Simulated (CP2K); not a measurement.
# WAu in CP2K: the effect of functional

The system is WAu.

```
W Au
1.0
     4.11424    0.00000    0.00000
     2.05712    3.56304    0.00000
     2.05712    1.18768    3.35927
W Au
1 1
Cartesian
  0.0000 0.0000 0.0000
  6.1714 3.5630 2.5194
```

The cell was built by a generator and needn't be a form met in nature.

Alike in all runs:

| Property | Result |
| --- | --- |
| Program | CP2K 2026.2 |
| Task | single point |
| Potentials or basis | POTENTIAL_UZH W GTH-PBE-q14, Au GTH-PBE-q11; TZVP-MOLOPT-PBE-GTH basis |
| Density cutoff | 9524 eV |
| k mesh | 8 × 8 × 8 |
| Occupations | fermi-dirac, width 0.05 eV |
| Spin | no spin polarisation |

Problem. One run gave: pressure -4.1 GPa. Which functional did it use?
A. PBEsol
B. PBE
C. WC
D. LDA
E. vdW-DF-cx

Solution. D.

```csv
functional,pressure (GPa)
PBE,1.4
LDA,-4.1
PBEsol,-2.5
WC,-1.9
vdW-DF-cx,-1.5
PW91,1.7
```

Caveats: the basis of atomic orbitals isn't converged, which shifts pressures, moduli and gaps; the potentials were made for another functional, which shifts forces and pressure (some runs).

Not every run made on this cell is shown here.
